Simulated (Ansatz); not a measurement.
# GaSbTeSe2: the cost of one run

Program: Ansatz 0.2.0. Level of theory: DFT PBE, scalar-relativistic, plane waves, PAW. These are calculated values, not measurements.

## (1) The structure to begin with

The structure is hexagonal, space group P-6m2 (No. 187). The conventional cell has a = 4.298 Å, b = 4.298 Å, c = 8.847 Å, α = 90.00°, β = 90.00°, γ = 120.00°. Ga (site symmetry -6m2) has 2 Se at 1.77 Å as nearest neighbours. Around Sb (site symmetry -6m2) lie 3 Te at 2.48 Å and 2 Se at 2.65 Å. Te (site symmetry -6m2) has 3 Sb at 2.48 Å as nearest neighbours. Around Se (site symmetry 3m) lie 1 Ga at 1.77 Å.

Coordinates:

```cif
data_structure
_symmetry_space_group_name_H-M 'P 1'
_symmetry_Int_Tables_number 1
_cell_length_a 4.2975
_cell_length_b 4.2975
_cell_length_c 8.8473
_cell_angle_alpha 90.000
_cell_angle_beta 90.000
_cell_angle_gamma 120.000
_cell_volume 141.51
loop_
_atom_site_label
_atom_site_type_symbol
_atom_site_fract_x
_atom_site_fract_y
_atom_site_fract_z
_atom_site_occupancy
Ga1 Ga 0.66667 0.33333 0.50000 1
Sb1 Sb 0.66667 0.33333 0.00000 1
Te1 Te 0.33333 0.66667 0.00000 1
Se1 Se 0.66667 0.33333 0.70008 1
Se2 Se 0.66667 0.33333 0.29992 1
```

A structure generator made this guess: random cell by space group and Wyckoff sites (P-6m2, No. 187). The dimensions are guesses.

## (2) The guess as it stands, on a coarse mesh

Input file input.yaml:

```yaml
crystal:
  lattice:
    - [4.29752689, 0.0, 0.0]
    - [-2.14876345, 3.72176746, 0.0]
    - [0.0, 0.0, 8.84731357]
  atoms:
    - { symbol: Ga, position: [0.66666667, 0.33333333, 0.5] }
    - { symbol: Sb, position: [0.66666667, 0.33333333, 0.0] }
    - { symbol: Te, position: [0.33333333, 0.66666667, 0.0] }
    - { symbol: Se, position: [0.66666667, 0.33333333, 0.70008116] }
    - { symbol: Se, position: [0.66666667, 0.33333333, 0.29991884] }
basis:
  ecutwfc: 420
kpoints:
  mp_grid: { grid: [6, 6, 2] }
hamiltonian:
  xc: pbe
scf:
  occupations: { method: gaussian, width: 0.1 }
  lower_state_search: "off"
output:
  forces: true
  stress: true
  eigenvalues: true
```

Started as:

```console
$ ansatz run input.yaml --threads 1 --pin off --max-ram 2560MiB --backend cpu --events-out ev --progress --plain --runs-dir out
```

Q: Estimate wall time and peak memory on 1 thread of Intel Xeon 6975P-C (Granite Rapids), shared host.

About 5.3 s, with a peak of 0.44 GiB.
